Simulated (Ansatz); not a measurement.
# Li3Mg: a listed cell, distorted in several ways

How do energy, forces, pressure and gap of Li3Mg change under moves of single atoms, further strains and shifts, swapped elements, other functionals? Each case is one self-consistent run.

Method: DFT PBEsol, scalar-relativistic, plane waves, PAW, in Ansatz 0.2.0.

### Step 1. Starting point

It takes space group Pmm2 (No. 25, orthorhombic). Conventional cell: a = 3.051 Å, b = 5.055 Å, c = 5.277 Å, α = 90.00°, β = 90.00°, γ = 90.00°. Li (site symmetry mm2) has 10 Li at 3.04 to 3.07 Å and 2 Mg at 3.12 Å as nearest neighbours. Li (site symmetry mm2) is surrounded by 8 Li at 3.04 to 3.11 Å and 4 Mg at 3.06 Å. Li (site symmetry mm2) has 4 Mg at 3.02 to 3.08 Å and 8 Li at 3.05 to 3.11 Å as nearest neighbours. Around Mg (site symmetry mm2) lie 10 Li at 3.02 to 3.12 Å and 2 Mg at 3.05 Å.

Structure file:

```
CELL_PARAMETERS angstrom
3.05126 0.00000 0.00000
0.00000 5.05527 0.00000
0.00000 0.00000 5.27694
ATOMIC_POSITIONS crystal
Li 0.00000 0.00000 0.99453
Li 0.50000 0.00000 0.49340
Li 0.50000 0.50000 0.83601
Mg 0.00000 0.50000 0.34273
```

The structure comes from the Materials Project (structure only).

### Step 2. A distortion of lower symmetry

The change: strain xx, yy, zz, yz, xz, xy = +5.5, -0.7, +2.0, +4.9, +0.1, +6.0 %; atoms moved by 0.03 Å root mean square, at most 0.04 Å.

File input.yaml:

```yaml
crystal:
  lattice:
    - [3.2183724789, 0.1830753138, 0.0033868933]
    - [0.3033160272, 5.0205374349, 0.248618037]
    - [0.0058574068, 0.2595200617, 5.3838011978]
  atoms:
    - { symbol: Li, position: [0.0020712787, -0.0048939056, 0.994161653] }
    - { symbol: Li, position: [0.4900631059, 0.0032560099, 0.4899660137] }
    - { symbol: Li, position: [0.5008521083, 0.5040433076, 0.8397686375] }
    - { symbol: Mg, position: [0.007013507, 0.4975926099, 0.3427725908] }
basis:
  ecutwfc: 420
kpoints:
  mp_grid: { grid: [12, 8, 8] }
hamiltonian:
  xc: pbesol
scf:
  occupations: { method: gaussian, width: 0.1 }
output:
  forces: true
  stress: true
  eigenvalues: true
```

### Step 3. Another functional, on a distorted cell: r2SCAN

File input.yaml:

```yaml
crystal:
  lattice:
    - [3.1849612342, 0.0, 0.0]
    - [0.0, 5.2767889252, 0.0]
    - [0.0, 0.0, 5.5081787466]
  atoms:
    - { symbol: Li, position: [0.0, 0.0, 0.9945255] }
    - { symbol: Li, position: [0.5, 0.0, 0.49340361] }
    - { symbol: Li, position: [0.5, 0.5, 0.83600699] }
    - { symbol: Mg, position: [0.0, 0.5, 0.3427309] }
basis:
  ecutwfc: 500
kpoints:
  mp_grid: { grid: [14, 8, 8] }
hamiltonian:
  xc: r2scan
scf:
  occupations: { method: gaussian, width: 0.1 }
output:
  forces: true
  stress: true
  eigenvalues: true
  populations: true
```

### Step 4. One atom moved

File input.yaml:

```yaml
crystal:
  lattice:
    - [3.05125523, 0.0, 0.0]
    - [0.0, 5.05526712, 0.0]
    - [0.0, 0.0, 5.2769431]
  atoms:
    - { symbol: Li, position: [0.0, 0.0, 0.9945255] }
    - { symbol: Li, position: [0.5, 0.0, 0.49340361] }
    - { symbol: Li, position: [0.5, 0.5, 0.83600699] }
    - { symbol: Mg, position: [0.049160096, 0.5, 0.3427309] }
basis:
  ecutwfc: 420
kpoints:
  mp_grid: { grid: [14, 8, 8] }
hamiltonian:
  xc: pbesol
scf:
  occupations: { method: gaussian, width: 0.1 }
output:
  forces: true
  stress: true
  eigenvalues: true
```

### Step 5. A change within a subgroup

File input.yaml:

```yaml
crystal:
  lattice:
    - [2.9342395919, 0.0, 0.0]
    - [0.0, 5.0076465037, 0.0057124518]
    - [0.0, 0.0059629457, 5.0633324433]
  atoms:
    - { symbol: Li, position: [0.0, -0.0053162717, 0.9883821249] }
    - { symbol: Li, position: [0.5, -0.003859327, 0.4949903512] }
    - { symbol: Li, position: [0.5, 0.5041995524, 0.8380360788] }
    - { symbol: Mg, position: [0.0, 0.5049760463, 0.3452584452] }
basis:
  ecutwfc: 420
kpoints:
  mp_grid: { grid: [14, 8, 8] }
hamiltonian:
  xc: pbesol
scf:
  occupations: { method: gaussian, width: 0.1 }
output:
  forces: true
  stress: true
  eigenvalues: true
  populations: true
```

### Step 6. One element swapped, cell strained: Li → Cs, first probe

File input.yaml:

```yaml
crystal:
  lattice:
    - [4.1868654385, 0.0, 0.0]
    - [0.0, 7.0031452566, 0.0]
    - [0.0, 0.0, 6.8330315411]
  atoms:
    - { symbol: Cs, position: [0.0, 0.0, 1.0017056358] }
    - { symbol: Cs, position: [0.5, 0.0, 0.4876044579] }
    - { symbol: Cs, position: [0.5, 0.5, 0.8306719416] }
    - { symbol: Mg, position: [0.0, 0.5, 0.3466849647] }
basis:
  ecutwfc: 420
kpoints:
  mp_grid: { grid: [4, 4, 4] }
hamiltonian:
  xc: pbesol
scf:
  occupations: { method: gaussian, width: 0.1 }
output:
  forces: true
  stress: true
  eigenvalues: true
```

### Step 7. Substitution of an element, cell strained: Li → Cs

input.yaml: that of step 6 with these lines changed.

```diff
@@ -13,3 +13,3 @@
 kpoints:
-  mp_grid: { grid: [4, 4, 4] }
+  mp_grid: { grid: [10, 6, 6] }
 hamiltonian:
@@ -22 +22,2 @@
   eigenvalues: true
+  populations: true
```

**Question.** What will these runs give? Wanted: for each run, case; energy; pressure; largest force.

The runs gave:

| step | case | energy (meV/atom) | pressure (GPa) | largest force (eV/Å) | gap on the mesh (eV) |
| --- | --- | --- | --- | --- | --- |
| 2 | a distortion of lower symmetry | +0.0 | -1.1 | 0.17 | 0.00 |
| 3 | another functional, on a distorted cell: r2SCAN | n/a | -1.7 | 0.04 | 0.00 |
| 4 | one atom moved | -18.0* | -0.1 | 0.18 | 0.00 |
| 5 | a change within a subgroup | -7.8* | 2.0 | 0.12 | 0.00 |
| 7 | substitution of an element, cell strained: Li → Cs | timeout |  |  |  |

Energies are counted from step 2, with the smearing taken to zero; a star marks another k mesh, which can shift energies by itself, so starred rows don't rank against the others. Other atoms or functionals have another zero of energy (n/a). A gap of 0.00 means none on the mesh at this level.

What this shows: Among the distorted cells of the listed formula and level the largest force, 0.18 eV/Å, acts on Mg4 in step 4. The distorted cells of the listed formula and level show no gap on the mesh.
